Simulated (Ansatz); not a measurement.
# K2H: the cost of one run

Program: Ansatz 0.2.0. Level of theory: DFT PBE, scalar-relativistic, plane waves, PAW. These are calculated values, not measurements.

1 further run of the same task is left out (it didn't finish).

## (1) The structure to begin with

It takes space group I4/mmm (No. 139, tetragonal). The conventional cell has a = 4.671 Å, b = 4.671 Å, c = 7.661 Å, α = 90.00°, β = 90.00°, γ = 90.00°. K (site symmetry 4mm) is surrounded by 1 K at 1.42 Å. Around H (site symmetry 4/mmm) lie 10 K at 3.12 to 3.38 Å.

Structure file:

```
CELL_PARAMETERS angstrom
-2.33554 2.33554 3.83053
2.33554 -2.33554 3.83053
2.33554 2.33554 -3.83053
ATOMIC_POSITIONS crystal
K 0.59300 0.59300 0.00000
K 0.40700 0.40700 0.00000
H 0.00000 0.00000 0.00000
```

This is candidate A: anti-CaC2 type (I4/mmm, No. 139).

(A quick probe on a coarse mesh, which set the mesh and smearing, is not shown.)

## (3) A loose first relaxation (candidate A)

File input.yaml:

```yaml
crystal:
  lattice:
    - [-2.3355422989, 2.3355422989, 3.8305295288]
    - [2.3355422989, -2.3355422989, 3.8305295288]
    - [2.3355422989, 2.3355422989, -3.8305295288]
  atoms:
    - { symbol: K, position: [0.593, 0.593, 0.0] }
    - { symbol: K, position: [0.407, 0.407, 0.0] }
    - { symbol: H, position: [0.0, 0.0, 0.0] }
basis:
  ecutwfc: 420
kpoints:
  mp_grid: { grid: [6, 6, 6] }
hamiltonian:
  xc: pbe
scf:
  occupations: { method: gaussian, width: 0.1 }
  lower_state_search: "off"
output:
  forces: true
  stress: true
  eigenvalues: true
relax:
  adjacent_minimum: "off"
  f_tol: 0.04
  max_steps: 70
  cell: { stress_tol: 0.4 }
```

Run with:

```sh
> ansatz run input.yaml --threads 1 --pin off --max-ram 2560MiB --backend cpu --events-out ev --progress --plain --runs-dir out
```

**Question.** How long does this run take on 1 thread of Arm Neoverse V2, shared host, and how much memory does it need?

About 70 s, with a peak of 0.44 GiB.
